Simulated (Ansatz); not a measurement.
# K+ with CH₆Si: superposition error and deformation

Aim: split the binding of a pair into the counterpoise interaction, the basis-set superposition error and the cost of deforming the fragments.

Program: Ansatz 0.2.0, Gaussian basis. Level of theory: PBE0-D4 structures, single points in def2-TZVPPD. These are calculated values, not measurements.

Levels: PBE-D4, revPBE-D4, BLYP-D4, r2SCAN-D4, B97M-V, PBE0-D4, B3LYP-D4, HSE06-D4, wB97X-V, wB97M-V, B2PLYP, Hartree-Fock, MP2, CCSD, CCSD(T).

Correlated methods freeze the cores. The outer core shell of Li, Na, Mg and K is correlated. B3LYP uses VWN-RPA correlation. B2PLYP carries no dispersion term here.

129 further runs of the same task are left out: 129 set aside as unsound or not needed. Runs told in other sessions of the task aren't counted.

## Step 1: Where the work starts

The relaxed pair: 9 atoms, charge 1, spin multiplicity 1.

Atoms are counted from 1 here; the program's logs count them from 0.

Bond lengths: K1–H8 2.965 Å, C2–Si3 1.856 Å, C2–H4 1.092 Å, C2–H5 1.092 Å, C2–H6 1.092 Å, Si3–H7 1.487 Å, Si3–H8 1.511 Å, Si3–H9 1.487 Å. Angles: Si3–C2–H4 109.9°, Si3–C2–H5 110.9°, Si3–C2–H6 110.9°, H4–C2–H5 108.2°, H4–C2–H6 108.2°, H5–C2–H6 108.6°, C2–Si3–H7 113.8°, C2–Si3–H8 110.1°, C2–Si3–H9 113.8°, H7–Si3–H8 105.1°, H7–Si3–H9 108.4°, H8–Si3–H9 105.0°, K1–H8–Si3 130.6°.

Geometry (Å):

```xyz
9
CH6KSi
K     1.7999    0.8050   -3.8017
C    -0.9843   -0.4516    1.0208
Si    0.4423    0.2079    0.0345
H    -0.7732   -0.3578    2.0883
H    -1.1575   -1.5062    0.7988
H    -1.8982    0.1044    0.8039
H     0.7043    1.6551    0.2533
H     0.1545    0.0802   -1.4435
H     1.7118   -0.5371    0.2458
```

Atoms 1 to 1 are fragment A (K+), the rest fragment B (CH₆Si). From earlier runs, pair energy (eV) and counterpoise interaction (kJ/mol):

| method | E(pair) | interaction |
| --- | --- | --- |
| PBE-D4 | -25321.68911 | -39.94 |
| revPBE-D4 | -25329.22352 | -43.69 |
| BLYP-D4 | -25332.79550 | -45.31 |
| r2SCAN-D4 | -25331.09485 | -32.47 |
| B97M-V | -25327.43359 | -33.45 |
| PBE0-D4 | -25324.19019 | -38.00 |
| B3LYP-D4 | -25334.99756 | -42.86 |
| HSE06-D4 | -25323.68924 | -38.00 |
| wB97X-V | -25329.77283 | -30.78 |
| wB97M-V | -25331.15332 | -31.27 |
| B2PLYP | -25324.99088 | -29.61 |
| Hartree-Fock | -25288.53909 | -26.93 |
| MP2 | -25301.37542 | -29.49 |
| CCSD(T) | -25303.11560 | -29.29 |

First each fragment is run alone in its own basis, frozen in the shape it has in the pair (a, b).

## Step 2: wB97X-V/def2-TZVPPD

The input, a/in.yaml:

```yaml
crystal:
  periodic: [false, false, false]
  atoms:
    - {symbol: K, position_ang: [1.799922, 0.805015, -3.801662]}
basis:
  gaussian: {orbitals: "def2-TZVPPD.json"}
total_charge: 1
hamiltonian: {xc: {name: wB97X-V}}
```

The input, b/in.yaml:

```yaml
crystal:
  periodic: [false, false, false]
  atoms:
    - {symbol: C, position_ang: [-0.984260, -0.451593, 1.020812]}
    - {symbol: Si, position_ang: [0.442310, 0.207941, 0.034503]}
    - {symbol: H, position_ang: [-0.773177, -0.357844, 2.088343]}
    - {symbol: H, position_ang: [-1.157457, -1.506165, 0.798823]}
    - {symbol: H, position_ang: [-1.898153, 0.104416, 0.803878]}
    - {symbol: H, position_ang: [0.704298, 1.655088, 0.253291]}
    - {symbol: H, position_ang: [0.154485, 0.080225, -1.443549]}
    - {symbol: H, position_ang: [1.711834, -0.537083, 0.245762]}
basis:
  gaussian: {orbitals: "def2-TZVPPD.json"}
hamiltonian: {xc: {name: wB97X-V}}
```

The basis file named in the input lies beside it (Basis Set Exchange, JSON).

One command serves all of them, each in its own folder.

The run is started by

```bash
ansatz run in.yaml --threads 4 --pin off --events-out ev --progress --plain --max-ram 9574MiB
```

a printed:

```text
Functional definition: wB97X-V
  name "wB97X-V"
  cite "Mardirossian & Head-Gordon, Phys. Chem. Chem. Phys. 16, 9904 (2014) doi:10.1039/C3CP54374A"
  cite "Becke, J. Chem. Phys. 107, 8554 (1997) doi:10.1063/1.475007"
  cite "Vydrov & Van Voorhis, J. Chem. Phys. 133, 244103 (2010) doi:10.1063/1.3521275"
  parameter omega = 0.3/bohr
  parameter cx = 0.167
  parameter cx1 = 0.603
  parameter cx2 = 1.194
  parameter css0 = 0.556
  parameter css1 = -0.257
  parameter cos0 = 1.219
  parameter cos1 = -1.850
  parameter b = 6.0
  parameter c = 0.01
  exchange = spin_sum(e_x_unif_sr(omega)*poly(b97_u_x, 1 - cx, cx1, cx2)) + cx*exact_x_sr(omega) + exact_x_lr(omega)
  correlation = spin_sum(e_c_pw_same_spin*poly(b97_u_same, css0, css1))
      + integral(e_c_pw_opposite_spin*poly(b97_u_opposite, cos0, cos1)) + vv10(b, c)
294 factors; their error is unknown
80 factors; integrals over basis functions are off by at most 9.2e-5 eV
mean field evaluation 1: about -16317.7546 eV, gradient 5.6e-1 eV
mean field evaluation 2: about -16317.7547 eV, gradient 5.6e-1 eV
mean field evaluation 4: about -16317.7553 eV, gradient 1.1e-2 eV
mean field evaluation 8: about -16317.8030 eV, gradient 1.8e-4 eV
mean field -16317.80298627 eV, -599.6681991414 hartree, gradient 7.1e-6 eV, S^2 0.000000; 0 other end points of the search recorded, 0 dependent functions left out
reference -16317.80298498 eV, -599.6681990939 hartree; 9, 9 occupied and 27, 27 virtual orbitals, 294 factors
Total energy: -16317.80298498 eV, -599.6681990939 hartree
```

Log of b, shortened:

```text
[... 5 set-up lines as earlier in the session ...]
[...]
      + integral(e_c_pw_opposite_spin*poly(b97_u_opposite, cos0, cos1)) + vv10(b, c)
843 factors; their error is unknown
273 factors; integrals over basis functions are off by at most 1.6e-5 eV
[...]
mean field -9011.64661538 eV, -331.1719048019 hartree, gradient 1.2e-5 eV, S^2 0.000000; 0 other end points of the search recorded, 0 dependent functions left out
reference -9011.64661337 eV, -331.1719047277 hartree; 13, 13 occupied and 174, 174 virtual orbitals, 843 factors
Total energy: -9011.64661337 eV, -331.1719047277 hartree
```

Times: 0.6 s (a), 3 s (b) on 4 threads of Arm Neoverse V2, shared host.

## Step 3: wB97M-V/def2-TZVPPD

The same edit goes into each in.yaml of step 2 (a, b):

```diff
-hamiltonian: {xc: {name: wB97X-V}}
+hamiltonian: {xc: {name: wB97M-V}}
```

One command serves all of them, each in its own folder.

The run is started by

```bash
ansatz run in.yaml --threads 4 --pin off --events-out ev --progress --plain --max-ram 9574MiB
```

Output in a, shortened:

```text
Functional definition: wB97M-V
  name "wB97M-V"
  cite "Mardirossian & Head-Gordon, J. Chem. Phys. 144, 214110 (2016) doi:10.1063/1.4952647"
[... 2 set-up lines as earlier in the session ...]
  # Of w^i u^j: cxij and so on, Table III.
[...]
  gx(w, u) = 1 - cx + cx01*u + cx10*w
  gss(w, u) = css00 + css04*u^4 + css10*w + css20*w^2 + css43*w^4*u^3
  gos(w, u) = cos00 + cos10*w + (cos20 + cos21*u)*w^2 + (cos60 + cos61*u)*w^6
[...]
      + integral(e_c_pw_mod_opposite_spin*gos(b97_w_opposite, b97_u_opposite)) + vv10(b, c)
294 factors; their error is unknown
80 factors; integrals over basis functions are off by at most 9.2e-5 eV
[...]
mean field -16319.33110416 eV, -599.7243564378 hartree, gradient 8.1e-6 eV, S^2 0.000000; 0 other end points of the search recorded, 0 dependent functions left out
reference -16319.33114010 eV, -599.7243577587 hartree; 9, 9 occupied and 27, 27 virtual orbitals, 294 factors
Total energy: -16319.33114010 eV, -599.7243577587 hartree
```

Output in b, shortened:

```text
[... 5 set-up lines as earlier in the session ...]
  # Of w^i u^j: cxij and so on, Table III.
[...]
  gx(w, u) = 1 - cx + cx01*u + cx10*w
  gss(w, u) = css00 + css04*u^4 + css10*w + css20*w^2 + css43*w^4*u^3
  gos(w, u) = cos00 + cos10*w + (cos20 + cos21*u)*w^2 + (cos60 + cos61*u)*w^6
[...]
      + integral(e_c_pw_mod_opposite_spin*gos(b97_w_opposite, b97_u_opposite)) + vv10(b, c)
838 factors; their error is unknown
273 factors; integrals over basis functions are off by at most 1.6e-5 eV
[...]
mean field -9011.49428853 eV, -331.1663068933 hartree, gradient 1.2e-5 eV, S^2 0.000000; 0 other end points of the search recorded, 0 dependent functions left out
reference -9011.49434036 eV, -331.1663087980 hartree; 13, 13 occupied and 174, 174 virtual orbitals, 838 factors
Total energy: -9011.49434036 eV, -331.1663087980 hartree
```

Times: 0.7 s (a), 3.6 s (b) on 4 threads of Arm Neoverse V2, shared host.

## Step 4: B2PLYP/def2-TZVPPD

Each input of step 3 (a, b) changes in the same lines:

```diff
-hamiltonian: {xc: {name: wB97M-V}}
+hamiltonian: {xc: {name: B2PLYP}}
```

Each run has its own folder and the same command.

The run is started by

```bash
ansatz run in.yaml --threads 4 --pin off --events-out ev --progress --plain --max-ram 9574MiB
```

Log of a, shortened:

```text
Functional definition: B2PLYP
  name "B2PLYP"
  cite "Grimme, J. Chem. Phys. 124, 034108 (2006) doi:10.1063/1.2148954"
  cite "Becke, Phys. Rev. A 38, 3098 (1988) doi:10.1103/PhysRevA.38.3098"
  cite "Lee, Yang & Parr, Phys. Rev. B 37, 785 (1988) doi:10.1103/PhysRevB.37.785"
[...]
206 factors; integrals over basis functions are off by at most 1.5e-4 eV
[...]
mean field -16314.67160316 eV, -599.5531229344 hartree, gradient 5.3e-6 eV, S^2 0.000000; 0 other end points of the search recorded, 0 dependent functions left out
5 core orbitals not correlated: weight in the atoms' cores, before any rotation towards them, 1.000 or more for the frozen orbitals, at most 0.000 for the correlated occupied ones
reference -16314.67168109 eV, -599.5531257983 hartree; 4, 4 occupied and 27, 27 virtual orbitals, 206 factors
second order -4.82704404 eV of doubles, -0.00000000 eV of singles
Total energy: -16315.97498298 eV, -599.6010212594 hartree
```

Output in b, shortened:

```text
[... 5 set-up lines as earlier in the session ...]
[...]
1025 factors; integrals over basis functions are off by at most 1.5e-3 eV
[...]
mean field -9005.85292872 eV, -330.9589907443 hartree, gradient 9.4e-6 eV, S^2 0.000000; 0 other end points of the search recorded, 0 dependent functions left out
6 core orbitals not correlated: weight in the atoms' cores, before any rotation towards them, 1.000 or more for the frozen orbitals, at most 0.000 for the correlated occupied ones
reference -9005.85308275 eV, -330.9589964047 hartree; 7, 7 occupied and 174, 174 virtual orbitals, 1025 factors
second order -10.54900259 eV of doubles, -0.00000000 eV of singles
Total energy: -9008.70131345 eV, -331.0636669522 hartree
```

They took 0.25 s (a), 1.9 s (b) on 4 threads of Arm Neoverse V2, shared host.

## Step 5: B97M-V/def2-TZVPPD

The same edit goes into each in.yaml of step 4 (a, b):

```diff
-hamiltonian: {xc: {name: B2PLYP}}
+hamiltonian: {xc: {name: B97M-V}}
```

One command serves all of them, each in its own folder.

The run is started by

```bash
ansatz run in.yaml --threads 4 --pin off --events-out ev --progress --plain --max-ram 9574MiB
```

Log of a, shortened:

```text
Functional definition: B97M-V
  name "B97M-V"
  cite "Mardirossian & Head-Gordon, J. Chem. Phys. 142, 074111 (2015) doi:10.1063/1.4907719"
[... 2 set-up lines as earlier in the session ...]
  # Of w^i u^j: cxij and so on, Table III.
[...]
  gx(w, u) = cx00 + cx01*u + cx02*u^2 + (cx10 + cx11*u)*w
  gss(w, u) = css00 + css02*u^2 + css10*w + (css32*w^3 + css42*w^4)*u^2
  gos(w, u) = cos00 + cos01*u + cos03*u^3 + cos10*w + cos32*w^3*u^2
[...]
      + integral(e_c_pw_mod_opposite_spin*gos(b97_w_opposite, b97_u_opposite)) + vv10(b, c)
286 factors; their error is unknown
[...]
mean field -16315.86215186 eV, -599.5968747921 hartree, gradient 7.4e-6 eV, S^2 0.000000; 0 other end points of the search recorded, 0 dependent functions left out
reference -16315.86217914 eV, -599.5968757948 hartree; 9, 9 occupied and 27, 27 virtual orbitals, 286 factors
Total energy: -16315.86217914 eV, -599.5968757948 hartree
```

Log of b, shortened:

```text
[... 5 set-up lines as earlier in the session ...]
  # Of w^i u^j: cxij and so on, Table III.
[...]
  gx(w, u) = cx00 + cx01*u + cx02*u^2 + (cx10 + cx11*u)*w
  gss(w, u) = css00 + css02*u^2 + css10*w + (css32*w^3 + css42*w^4)*u^2
  gos(w, u) = cos00 + cos01*u + cos03*u^3 + cos10*w + cos32*w^3*u^2
[...]
      + integral(e_c_pw_mod_opposite_spin*gos(b97_w_opposite, b97_u_opposite)) + vv10(b, c)
833 factors; their error is unknown
[...]
mean field -9011.22191777 eV, -331.1562974526 hartree, gradient 1.7e-5 eV, S^2 0.000000; 0 other end points of the search recorded, 0 dependent functions left out
reference -9011.22197868 eV, -331.1562996910 hartree; 13, 13 occupied and 174, 174 virtual orbitals, 833 factors
Total energy: -9011.22197868 eV, -331.1562996910 hartree
```

Times: 0.5 s (a), 3.5 s (b) on 4 threads of Arm Neoverse V2, shared host.

## Step 6: CCSD(T)/def2-TZVPPD

The same edit goes into each in.yaml of step 5 (a, b):

```diff
-hamiltonian: {xc: {name: B97M-V}}
+correlation: {method: ccsd_t}
```

Each run has its own folder and the same command.

The run is started by

```bash
ansatz run in.yaml --threads 4 --pin off --events-out ev --progress --plain --max-ram 9574MiB
```

Output in a, shortened:

```text
Functional definition: HF
  name "HF"
  cite "Fock, Z. Phys. 61, 126 (1930) doi:10.1007/BF01340294"
  parent pbe
[...]
206 factors; integrals over basis functions are off by at most 1.5e-4 eV
[...]
mean field -16299.78475555 eV, -599.0060413757 hartree, gradient 2.4e-6 eV, S^2 0.000000; 0 other end points of the search recorded, 0 dependent functions left out
5 core orbitals not correlated: weight in the atoms' cores, before any rotation towards them, 1.000 or more for the frozen orbitals, at most 0.000 for the correlated occupied ones
reference -16299.78475555 eV, -599.0060413757 hartree; 4, 4 occupied and 27, 27 virtual orbitals, 206 factors
second order -4.10192687 eV of doubles, -0.00000000 eV of singles
cycle   1  -4.37575722 eV  change   -2.7e-1 eV  update   1.9e-2
[...]
cycle   6  -4.41655001 eV  change   -2.1e-6 eV  update   3.3e-6
perturbative correction -0.04592391 eV, -0.0016876725 hartree
Total energy: -16304.24722947 eV, -599.1700342674 hartree
```

Output in b, shortened:

```text
[... 4 set-up lines as earlier in the session ...]
[...]
1025 factors; integrals over basis functions are off by at most 1.5e-3 eV
[...]
mean field -8988.47331622 eV, -330.3203017650 hartree, gradient 2.5e-6 eV, S^2 0.000000; 0 other end points of the search recorded, 0 dependent functions left out
6 core orbitals not correlated: weight in the atoms' cores, before any rotation towards them, 1.000 or more for the frozen orbitals, at most 0.000 for the correlated occupied ones
reference -8988.47331622 eV, -330.3203017650 hartree; 7, 7 occupied and 174, 174 virtual orbitals, 1025 factors
second order -8.69272259 eV of doubles, -0.00000000 eV of singles
cycle   1  -9.44400406 eV  change   -7.5e-1 eV  update   6.5e-2
[...]
cycle   8  -9.76090236 eV  change   -7.1e-6 eV  update   1.4e-5
perturbative correction -0.31251218 eV, -0.0114846108 hartree
Total energy: -8998.54673076 eV, -330.6904929212 hartree
```

Wall times: 0.15 s (a), 10 s (b) on 4 threads of Arm Neoverse V2, shared host; peak memory 1.8 GiB.

## Step 7: Relaxing CH₆Si alone

The input, relax-b/in.yaml:

```yaml
crystal:
  periodic: [false, false, false]
  atoms:
    - {symbol: C, position_ang: [-0.984260, -0.451593, 1.020812]}
    - {symbol: Si, position_ang: [0.442310, 0.207941, 0.034503]}
    - {symbol: H, position_ang: [-0.773177, -0.357844, 2.088343]}
    - {symbol: H, position_ang: [-1.157457, -1.506165, 0.798823]}
    - {symbol: H, position_ang: [-1.898153, 0.104416, 0.803878]}
    - {symbol: H, position_ang: [0.704298, 1.655088, 0.253291]}
    - {symbol: H, position_ang: [0.154485, 0.080225, -1.443549]}
    - {symbol: H, position_ang: [1.711834, -0.537083, 0.245762]}
basis:
  gaussian: {orbitals: def2-TZVP}
hamiltonian: {xc: pbe0, dispersion: d4}
relax: {f_tol: 0.005, max_steps: 200}
```

The run is started by

```bash
ansatz run in.yaml --threads 4 --pin off --events-out ev --progress --plain --max-ram 9574MiB
```

What it wrote, shortened:

```text
Functional definition: PBE0
  name "PBE0"
  cite "Adamo & Barone, J. Chem. Phys. 110, 6158 (1999) doi:10.1063/1.478522"
  cite "Perdew, Burke & Ernzerhof, Phys. Rev. Lett. 77, 3865 (1996) doi:10.1103/PhysRevLett.77.3865"
[... 1 set-up line as earlier in the session ...]
[...]
712 factors; their error is unknown
[...]
mean field -9008.30506182 eV, -331.0491049736 hartree, gradient 7.0e-5 eV, S^2 0.000000; 0 other end points of the search recorded, 0 dependent functions left out
[...]
reference -9008.30509042 eV, -331.0491060243 hartree; 13, 13 occupied and 91, 91 virtual orbitals, 712 factors
relax step   1: F+E_penalty+E_count = -9008.38931821 eV  Δ(F+E_penalty+E_count) = +0.000e0 eV  max|allowed force component| = 1.028e0 eV/Å  Δτ_max = 0.0000 Å  (21 SCF iters, accepted)
[...]
reference -9008.33116007 eV, -331.0500640663 hartree; 13, 13 occupied and 91, 91 virtual orbitals, 712 factors
Total energy: -9008.41545521 eV, -331.0531618558 hartree
Atom 0 at    -0.973724    -0.446684     1.017861 Å, force     0.001327     0.000615    -0.002065 eV/Å
Atom 1 at     0.445266     0.209180    -0.010455 Å, force    -0.002879    -0.001328     0.002343 eV/Å
Atom 2 at    -0.757682    -0.350830     2.084133 Å, force     0.003794     0.001730     0.001472 eV/Å
Atom 3 at    -1.154322    -1.502015     0.802194 Å, force     0.002351    -0.001670    -0.002572 eV/Å
Atom 4 at    -1.892959     0.104302     0.807451 Å, force     0.000254     0.002898    -0.002549 eV/Å
Atom 5 at     0.689134     1.647314     0.285391 Å, force    -0.001172    -0.004508    -0.000543 eV/Å
Atom 6 at     0.147730     0.077231    -1.462782 Å, force     0.000506     0.000211     0.004428 eV/Å
Atom 7 at     1.696438    -0.543513     0.278070 Å, force    -0.004181     0.002053    -0.000513 eV/Å
Dipole moment:    -0.131431    -0.060748     0.095251 e Å
```

Run time: 2.9 s. Hardware: 4 threads of Arm Neoverse V2, shared host.

Relaxation path:

```
step  energy from step 1 (eV)  largest force component (eV/Å)
   1                   0.0000                          1.0278
   2                  -0.0238                          0.1479
   3                  -0.0258                          0.0597
   4                  -0.0261                          0.0045
```

Distances of close pairs at the start and the end, largest changes first:

```csv
bond,before (Å),after (Å),change (Å)
Si2–H7,1.511,1.488,-0.023
C1–Si2,1.856,1.871,+0.016
Si2–H6,1.487,1.488,+0.002
Si2–H8,1.487,1.488,+0.001
C1–H4,1.092,1.092,+0.001
C1–H5,1.092,1.092,+0.001
C1–H3,1.092,1.092,-0.000
```

## Step 8: PBE-D4/def2-TZVPPD

The input, free-b/in.yaml:

```yaml
crystal:
  periodic: [false, false, false]
  atoms:
    - {symbol: C, position_ang: [-0.973724, -0.446684, 1.017861]}
    - {symbol: Si, position_ang: [0.445266, 0.209180, -0.010455]}
    - {symbol: H, position_ang: [-0.757682, -0.350830, 2.084133]}
    - {symbol: H, position_ang: [-1.154322, -1.502015, 0.802194]}
    - {symbol: H, position_ang: [-1.892959, 0.104302, 0.807451]}
    - {symbol: H, position_ang: [0.689134, 1.647314, 0.285391]}
    - {symbol: H, position_ang: [0.147730, 0.077231, -1.462782]}
    - {symbol: H, position_ang: [1.696438, -0.543513, 0.278070]}
basis:
  gaussian: {orbitals: "def2-TZVPPD.json"}
hamiltonian: {xc: pbe, dispersion: d4}
```

The run is started by

```bash
ansatz run in.yaml --threads 4 --pin off --events-out ev --progress --plain --max-ram 9574MiB
```

What it wrote:

```text
Functional definition: PBE
  name "PBE"
[... 2 set-up lines as earlier in the session ...]
  parameter kappa = 0.804
  parameter beta = 0.06672455060314922
  exchange = pbe_x(kappa = kappa, mu = beta*pi^2/3)
  correlation = pbe_c(beta = beta)
833 factors; their error is unknown
mean field evaluation 1: about -8998.9679 eV, gradient 6.0e1 eV
mean field evaluation 2: about -8986.8939 eV, gradient 8.1e1 eV
mean field evaluation 4: about -9007.2178 eV, gradient 2.6e0 eV
mean field evaluation 8: about -9007.2356 eV, gradient 3.2e-2 eV
mean field evaluation 16: about -9007.2089 eV, gradient 8.0e-5 eV
mean field -9007.20891502 eV, -331.0088223216 hartree, gradient 8.0e-5 eV, S^2 0.000000; 0 other end points of the search recorded, 0 dependent functions left out
reference -9007.20895754 eV, -331.0088238839 hartree; 13, 13 occupied and 174, 174 virtual orbitals, 833 factors
Total energy: -9007.31080594 eV, -331.0125667436 hartree
```

It took 0.9 s on 4 threads of Arm Neoverse V2, shared host.

## Step 9: r2SCAN-D4/def2-TZVPPD

free-b/in.yaml: that of step 8 with these lines changed.

```diff
@@ -13,2 +13,2 @@
   gaussian: {orbitals: "def2-TZVPPD.json"}
-hamiltonian: {xc: pbe, dispersion: d4}
+hamiltonian: {xc: r2scan, dispersion: d4}
```

The run is started by

```bash
ansatz run in.yaml --threads 4 --pin off --events-out ev --progress --plain --max-ram 9574MiB
```

What it wrote:

```text
Functional definition: r2SCAN
  name "r2SCAN"
  cite "Furness, Kaplan, Ning, Perdew & Sun, J. Phys. Chem. Lett. 11, 8208 (2020) doi:10.1021/acs.jpclett.0c02405"
  cite "Furness, Kaplan, Ning, Perdew & Sun, J. Phys. Chem. Lett. 11, 9248 (2020) doi:10.1021/acs.jpclett.0c03077"
  parent r2scan
  parameter k0 = 0.174
  parameter k1 = 0.065
  parameter a1 = 4.9479
  exchange = r2scan_x(k0 = k0, k1 = k1, a1 = a1)
  correlation = r2scan_c
833 factors; their error is unknown
mean field evaluation 1: about -9005.1555 eV, gradient 5.4e1 eV
mean field evaluation 2: about -8999.6091 eV, gradient 6.5e1 eV
mean field evaluation 4: about -9011.7142 eV, gradient 1.4e0 eV
mean field evaluation 8: about -9011.6907 eV, gradient 4.6e-1 eV
mean field -9011.69092444 eV, -331.1735331298 hartree, gradient 6.1e-5 eV, S^2 0.000000; 0 other end points of the search recorded, 0 dependent functions left out
reference -9011.69093651 eV, -331.1735335734 hartree; 13, 13 occupied and 174, 174 virtual orbitals, 833 factors
Total energy: -9011.71488201 eV, -331.1744135542 hartree
```

It took 1.7 s on 4 threads of Arm Neoverse V2, shared host.

## Step 10: PBE0-D4/def2-TZVPPD

free-b/in.yaml: that of step 9 with these lines changed.

```diff
@@ -13,2 +13,3 @@
   gaussian: {orbitals: "def2-TZVPPD.json"}
-hamiltonian: {xc: r2scan, dispersion: d4}
+hamiltonian: {xc: pbe0, dispersion: d4}
+output: {orbitals: {seedname: orbitals}}
```

The run is started by

```bash
ansatz run in.yaml --threads 4 --pin off --events-out ev --progress --plain --max-ram 9574MiB
```

What it wrote, shortened:

```text
[... 5 set-up lines as earlier in the session ...]
  parameter a = 0.25
[... 2 set-up lines as earlier in the session ...]
  exchange = (1 - a)*pbe_x(kappa = kappa, mu = beta*pi^2/3) + a*exact_x
[... 1 set-up line as earlier in the session ...]
850 factors; their error is unknown
mean field evaluation 1: about -9003.5478 eV, gradient 4.6e1 eV
mean field evaluation 2: about -9001.6802 eV, gradient 5.0e1 eV
mean field evaluation 4: about -9008.3700 eV, gradient 6.6e-1 eV
mean field evaluation 8: about -9008.3766 eV, gradient 1.2e-2 eV
mean field -9008.37663251 eV, -331.0517351477 hartree, gradient 3.4e-5 eV, S^2 0.000000; 0 other end points of the search recorded, 0 dependent functions left out
reference -9008.37666258 eV, -331.0517362527 hartree; 13, 13 occupied and 174, 174 virtual orbitals, 850 factors
Total energy: -9008.46095772 eV, -331.0548340422 hartree
```

Wall time 1.1 s (4 threads of Arm Neoverse V2, shared host).

[end of part 1 of 2]
